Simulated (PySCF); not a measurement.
**Titanium: the same states on changed settings**

Aim: see what changed settings do to total energies and their difference. The change: the spin-free X2C one-electron Hamiltonian (Gaussian nucleus), unsound on purpose. A sound run of the same states serves as the yardstick.

Method: unrestricted determinants in a Gaussian basis, no spin-orbit coupling in the energies. Code: PySCF 2.14.0.

## (1) Starting point

| Property | Result |
| --- | --- |
| Element | titanium (Z = 22) |
| Basis | cc-pVDZ |
| Hamiltonian | the spin-free X2C one-electron Hamiltonian (Gaussian nucleus) |
| State 1 | Ti⁺: [Ar] 3d2 4s1, high-spin 4F determinant |
| State 2 | Ti²⁺: [Ar] 3d2, high-spin 3F determinant |
| Methods | UHF, M06-2X, BP86, MP2 |
| Core shells frozen in the correlated runs | valence: [Ar] (for Ti⁺) |

Outer shells as boxes (Hund's rule):

Ti+ [Ar] 3d2 4s1
```
[Ar] core
3d [↑ ][↑ ][  ][  ][  ]
4s [↑ ]
```

Ti2+ [Ar] 3d2
```
[Ar] core
3d [↑ ][↑ ][  ][  ][  ]
```

The sound run (cc-pVDZ, the non-relativistic Hamiltonian (point nucleus), symmetry-adapted start, fine grid, valence correlation) gave:

```
species         method  energy (hartree)
    Ti⁺            UHF        -848.20662
    Ti⁺         M06-2X        -849.07575
    Ti⁺           BP86        -849.20186
    Ti⁺  MP2 (valence)        -848.21454
   Ti²⁺            UHF        -847.73378
   Ti²⁺         M06-2X        -848.58116
   Ti²⁺           BP86        -848.69010
   Ti²⁺  MP2 (valence)        -847.73645
```

The runs were made by one driver on top of PySCF. The scripts below sum up each run's settings (the driver also hands on starting orbitals that pick excited configurations, and frozen orbitals as a list rather than a count), and the logs come from the driver's own runs. The driver starts from symmetry-adapted Hartree-Fock orbitals, holds the occupation by maximum overlap and uses a logarithmic radial grid for functionals, so a plain start would take other cycles.

The driver's launch:

```
OMP_NUM_THREADS=1 python atomrun2.py TASK.json OUT
```

The integrals over 43 functions and the set-up took 0.61 s of CPU time.

## (2) Changed run, Ti⁺: the ladder of methods

Level: UHF.

input.py

```python
from pyscf import gto, scf, dft, mp, cc
import basis_set_exchange as bse
mol = gto.M(atom="Ti 0 0 0", charge=1, spin=3, symmetry="D2h",
            basis=gto.basis.parse(bse.get_basis("cc-pVDZ", elements=["Ti"], fmt="nwchem", header=False)),
            nucmod="G")
mf = scf.UHF(mol).sfx2c1e()
mf.irrep_nelec = {'Ag': (5, 3), 'B1g': (1, 0), 'B1u': (2, 2), 'B2u': (2, 2), 'B3u': (2, 2)}
mf.kernel()
```

Output:

```text
damping factor = 0
level_shift factor = 0
DIIS = <class 'pyscf.scf.diis.CDIIS'>
diis_start_cycle = 1
diis_space = 10
diis_damp = 0
SCF conv_tol = 1e-09
SCF conv_tol_grad = None
number electrons alpha = 12  beta = 9
cycle= 1 E= -851.892833553314  delta_E= -0.00418  |g|= 0.0169  |ddm|= 0.0482
cycle= 2 E= -851.892941566493  delta_E= -0.000108  |g|= 0.00276  |ddm|= 0.00794
cycle= 3 E= -851.892944617285  delta_E= -3.05e-06  |g|= 9.03e-05  |ddm|= 0.00178
cycle= 4 E= -851.892944628027  delta_E= -1.07e-08  |g|= 1.7e-05  |ddm|= 0.00028
cycle= 5 E= -851.892944628444  delta_E= -4.17e-10  |g|= 2.26e-06  |ddm|= 8.27e-05
converged SCF energy = -851.892944628444  <S^2> = 3.7523342  2S+1 = 4.0011669
```

It took 0.17 s on 1 thread of Neoverse-V1, shared host, the integrals not counted.

The occupied shells:

```
shell  electrons  mean orbital energy (eV)  spread (eV)  rms radius (bohr)
 1s α          1                   -5025.7            0             0.0810
 1s β          1                   -5025.7            0             0.0810
 2s α          1                   -597.66            0              0.352
 2s β          1                   -596.61            0              0.352
 2p α          3                   -494.67            0              0.321
 2p β          3                   -493.69            0              0.321
 3s α          1                   -88.184            0               1.08
 3s β          1                   -84.354            0               1.08
 3p α          3                   -58.554            0               1.19
 3p β          3                   -54.100            0               1.19
 3d α          2                   -19.358            0               1.63
 4s α          1                   -13.031            0               3.50
```

⟨S²⟩ = 3.752, ⟨L²⟩ = 12.03.

Level: M06-2X.

input.py differs from the last one in:

```diff
@@ -5,3 +5,3 @@
             nucmod="G")
-mf = scf.UHF(mol).sfx2c1e()
+mf = dft.UKS(mol, xc="M062X").sfx2c1e()
 mf.irrep_nelec = {'Ag': (5, 3), 'B1g': (1, 0), 'B1u': (2, 2), 'B2u': (2, 2), 'B3u': (2, 2)}
```

Output:

```text
damping factor = 0
level_shift factor = 0
DIIS = <class 'pyscf.scf.diis.CDIIS'>
diis_start_cycle = 1
diis_space = 10
diis_damp = 0
SCF conv_tol = 1e-09
SCF conv_tol_grad = None
number electrons alpha = 12  beta = 9
XC functionals = M062X
    Y. Zhao and D. G. Truhlar.,  Theor. Chem. Acc. 120, 215 (2008)
    Y. Zhao and D. G. Truhlar.,  Theor. Chem. Acc. 120, 215 (2008)
cycle= 1 E= -852.761819802622  delta_E= -0.003  |g|= 0.00998  |ddm|= 1.69
cycle= 2 E= -852.761960558623  delta_E= -0.000141  |g|= 0.00241  |ddm|= 0.195
cycle= 3 E= -852.761971592758  delta_E= -1.1e-05  |g|= 0.000494  |ddm|= 0.032
cycle= 4 E= -852.761971792766  delta_E= -2e-07  |g|= 7.69e-05  |ddm|= 0.00339
cycle= 5 E= -852.761971800309  delta_E= -7.54e-09  |g|= 6.61e-06  |ddm|= 0.000667
cycle= 6 E= -852.761971800337  delta_E= -2.77e-11  |g|= 1.82e-07  |ddm|= 6.35e-05
converged SCF energy = -852.761971800337  <S^2> = 3.7504737  2S+1 = 4.0002368
```

Time after the integrals: 1.7 s (1 thread of Neoverse-V1, shared host).

Level: BP86.

input.py differs from the last one in:

```diff
@@ -5,3 +5,3 @@
             nucmod="G")
-mf = dft.UKS(mol, xc="M062X").sfx2c1e()
+mf = dft.UKS(mol, xc="B88,P86").sfx2c1e()
 mf.irrep_nelec = {'Ag': (5, 3), 'B1g': (1, 0), 'B1u': (2, 2), 'B2u': (2, 2), 'B3u': (2, 2)}
```

Output:

```text
damping factor = 0
level_shift factor = 0
DIIS = <class 'pyscf.scf.diis.CDIIS'>
diis_start_cycle = 1
diis_space = 10
diis_damp = 0
SCF conv_tol = 1e-09
SCF conv_tol_grad = None
number electrons alpha = 12  beta = 9
XC functionals = B88,P86
    A. D. Becke.,  Phys. Rev. A 38, 3098 (1988)
    J. P. Perdew.,  Phys. Rev. B 33, 8822 (1986)
cycle= 1 E= -852.887744280867  delta_E= -0.00421  |g|= 0.00982  |ddm|= 1.73
cycle= 2 E= -852.887776792998  delta_E= -3.25e-05  |g|= 0.00653  |ddm|= 0.118
cycle= 3 E= -852.887803697202  delta_E= -2.69e-05  |g|= 0.000237  |ddm|= 0.0201
cycle= 4 E= -852.887803732078  delta_E= -3.49e-08  |g|= 1.12e-06  |ddm|= 0.00218
cycle= 5 E= -852.887803732079  delta_E= -1.14e-12  |g|= 9.12e-08  |ddm|= 7.46e-06
converged SCF energy = -852.887803732079  <S^2> = 3.7502625  2S+1 = 4.0001313
```

It took 0.65 s on 1 thread of Neoverse-V1, shared host, the integrals not counted.

Level: MP2 (valence).

input.py differs from the last one in:

```diff
@@ -5,4 +5,5 @@
             nucmod="G")
-mf = dft.UKS(mol, xc="B88,P86").sfx2c1e()
+mf = scf.UHF(mol).sfx2c1e()
 mf.irrep_nelec = {'Ag': (5, 3), 'B1g': (1, 0), 'B1u': (2, 2), 'B2u': (2, 2), 'B3u': (2, 2)}
 mf.kernel()
+mp.UMP2(mf, frozen=9).kernel()
```

No log was kept for this step.

Time after the integrals: 0.01 s (1 thread of Neoverse-V1, shared host).

With 3 electrons correlated, the MP2 correlation energy is -0.00798 hartree (-0.00798 same spin, 0.00000 opposite spin); the SCS form gives -0.00266. Largest pairs of shells: 3d-4s -0.0048, 3d-3d -0.0032, 4s-4s 0.0000.

## (3) Changed run, Ti²⁺, method by method

Level: UHF.

input.py

```python
from pyscf import gto, scf, dft, mp, cc
import basis_set_exchange as bse
mol = gto.M(atom="Ti 0 0 0", charge=2, spin=2, symmetry="D2h",
            basis=gto.basis.parse(bse.get_basis("cc-pVDZ", elements=["Ti"], fmt="nwchem", header=False)),
            nucmod="G")
mf = scf.UHF(mol).sfx2c1e()
mf.irrep_nelec = {'Ag': (4, 3), 'B1g': (1, 0), 'B1u': (2, 2), 'B2u': (2, 2), 'B3u': (2, 2)}
mf.kernel()
```

Output:

```text
damping factor = 0
level_shift factor = 0
DIIS = <class 'pyscf.scf.diis.CDIIS'>
diis_start_cycle = 1
diis_space = 10
diis_damp = 0
SCF conv_tol = 1e-09
SCF conv_tol_grad = None
number electrons alpha = 11  beta = 9
cycle= 1 E= -851.417177855834  delta_E= -0.00419  |g|= 0.0169  |ddm|= 0.0482
cycle= 2 E= -851.417283449024  delta_E= -0.000106  |g|= 0.00271  |ddm|= 0.00777
cycle= 3 E= -851.417286285948  delta_E= -2.84e-06  |g|= 5.7e-05  |ddm|= 0.00159
cycle= 4 E= -851.417286288942  delta_E= -2.99e-09  |g|= 9.24e-06  |ddm|= 0.00014
cycle= 5 E= -851.41728628902  delta_E= -7.88e-11  |g|= 8.42e-07  |ddm|= 2.95e-05
converged SCF energy = -851.41728628902  <S^2> = 2.002257  2S+1 = 3.0015043
```

Time after the integrals: 0.14 s (1 thread of Neoverse-V1, shared host).

Orbital energies by shell (radii are means over both spins):

```
shell  electrons  mean orbital energy (eV)  spread (eV)  rms radius (bohr)
 1s α          1                   -5034.4            0             0.0810
 1s β          1                   -5034.4            0             0.0810
 2s α          1                   -606.15            0              0.352
 2s β          1                   -605.17            0              0.352
 2p α          3                   -503.27            0              0.321
 2p β          3                   -502.27            0              0.321
 3s α          1                   -96.571            0               1.08
 3s β          1                   -92.967            0               1.08
 3p α          3                   -67.171            0               1.18
 3p β          3                   -62.725            0               1.18
 3d α          2                   -28.015            0               1.55
```

⟨S²⟩ = 2.002, ⟨L²⟩ = 12.03.

Level: M06-2X.

input.py differs from the last one in:

```diff
@@ -5,3 +5,3 @@
             nucmod="G")
-mf = scf.UHF(mol).sfx2c1e()
+mf = dft.UKS(mol, xc="M062X").sfx2c1e()
 mf.irrep_nelec = {'Ag': (4, 3), 'B1g': (1, 0), 'B1u': (2, 2), 'B2u': (2, 2), 'B3u': (2, 2)}
```

Output:

```text
damping factor = 0
level_shift factor = 0
DIIS = <class 'pyscf.scf.diis.CDIIS'>
diis_start_cycle = 1
diis_space = 10
diis_damp = 0
SCF conv_tol = 1e-09
SCF conv_tol_grad = None
number electrons alpha = 11  beta = 9
XC functionals = M062X
    Y. Zhao and D. G. Truhlar.,  Theor. Chem. Acc. 120, 215 (2008)
    Y. Zhao and D. G. Truhlar.,  Theor. Chem. Acc. 120, 215 (2008)
cycle= 1 E= -852.263899287317  delta_E= -0.00127  |g|= 0.00442  |ddm|= 1.15
cycle= 2 E= -852.263907288355  delta_E= -8e-06  |g|= 0.000506  |ddm|= 0.069
cycle= 3 E= -852.263907395771  delta_E= -1.07e-07  |g|= 9.44e-05  |ddm|= 0.00141
cycle= 4 E= -852.263907399885  delta_E= -4.11e-09  |g|= 4.75e-06  |ddm|= 0.000665
cycle= 5 E= -852.263907399918  delta_E= -3.32e-11  |g|= 1.38e-06  |ddm|= 6.17e-05
converged SCF energy = -852.263907399918  <S^2> = 2.0005791  2S+1 = 3.000386
```

Time after the integrals: 1.4 s (1 thread of Neoverse-V1, shared host).

Level: BP86.

input.py differs from the last one in:

```diff
@@ -5,3 +5,3 @@
             nucmod="G")
-mf = dft.UKS(mol, xc="M062X").sfx2c1e()
+mf = dft.UKS(mol, xc="B88,P86").sfx2c1e()
 mf.irrep_nelec = {'Ag': (4, 3), 'B1g': (1, 0), 'B1u': (2, 2), 'B2u': (2, 2), 'B3u': (2, 2)}
```

Output:

```text
damping factor = 0
level_shift factor = 0
DIIS = <class 'pyscf.scf.diis.CDIIS'>
diis_start_cycle = 1
diis_space = 10
diis_damp = 0
SCF conv_tol = 1e-09
SCF conv_tol_grad = None
number electrons alpha = 11  beta = 9
XC functionals = B88,P86
    A. D. Becke.,  Phys. Rev. A 38, 3098 (1988)
    J. P. Perdew.,  Phys. Rev. B 33, 8822 (1986)
cycle= 1 E= -852.372516319554  delta_E= -0.00162  |g|= 0.00522  |ddm|= 1.24
cycle= 2 E= -852.372526164255  delta_E= -9.84e-06  |g|= 0.00249  |ddm|= 0.0347
cycle= 3 E= -852.372529526685  delta_E= -3.36e-06  |g|= 6.43e-05  |ddm|= 0.0108
cycle= 4 E= -852.372529528839  delta_E= -2.15e-09  |g|= 2.83e-07  |ddm|= 0.000223
cycle= 5 E= -852.37252952884  delta_E= -4.55e-13  |g|= 2.2e-08  |ddm|= 1.81e-06
converged SCF energy = -852.37252952884  <S^2> = 2.00029  2S+1 = 3.0001933
```

It took 0.64 s on 1 thread of Neoverse-V1, shared host, the integrals not counted.

Level: MP2 (valence).

input.py differs from the last one in:

```diff
@@ -5,4 +5,5 @@
             nucmod="G")
-mf = dft.UKS(mol, xc="B88,P86").sfx2c1e()
+mf = scf.UHF(mol).sfx2c1e()
 mf.irrep_nelec = {'Ag': (4, 3), 'B1g': (1, 0), 'B1u': (2, 2), 'B2u': (2, 2), 'B3u': (2, 2)}
 mf.kernel()
+mp.UMP2(mf, frozen=9).kernel()
```

No log was kept for this step.

Time after the integrals: 0.01 s (1 thread of Neoverse-V1, shared host).

With 2 electrons correlated, the MP2 correlation energy is -0.00269 hartree (-0.00269 same spin, 0.00000 opposite spin); the SCS form gives -0.00090. Largest pairs of shells: 3d-3d -0.0027.

## (4) What moved

```
species         method  converged  energy less sound run (eV)
    Ti⁺            UHF        yes                   -100.3099
    Ti⁺         M06-2X        yes                   -100.3071
    Ti⁺           BP86        yes                   -100.2995
    Ti⁺  MP2 (valence)        yes                   -100.3118
   Ti²⁺            UHF        yes                   -100.2332
   Ti²⁺         M06-2X        yes                   -100.2126
   Ti²⁺           BP86        yes                   -100.2040
   Ti²⁺  MP2 (valence)        yes                   -100.2337
```

Ionisation energy of Ti⁺:

```
 method  sound run (eV)  changed run (eV)  shift (eV)
    UHF          12.867            12.943      +0.077
 M06-2X          13.459            13.553      +0.095
   BP86          13.926            14.021      +0.095
    MP2          13.009            13.087      +0.078
SCS-MP2          12.914            12.991      +0.077
```

## (5) Results

```
                                 quantity                                                          value
                                   change  the spin-free X2C one-electron Hamiltonian (Gaussian nucleus)
                           runs converged                                                         8 of 8
largest shift of a converged total energy                                                         100 eV
   largest shift of the ionisation energy                                               +0.095 eV (BP86)
```

**Reading.** The ionisation energy moves by up to 0.10 eV, at BP86. Most of the change in total energy is the relativistic energy itself. On top of that the contraction fixes the core shape for the Hamiltonian it was made with, so the changed run is not a good calculation with the other Hamiltonian either. The setting is unsound on purpose, so these numbers are no properties of the atom.
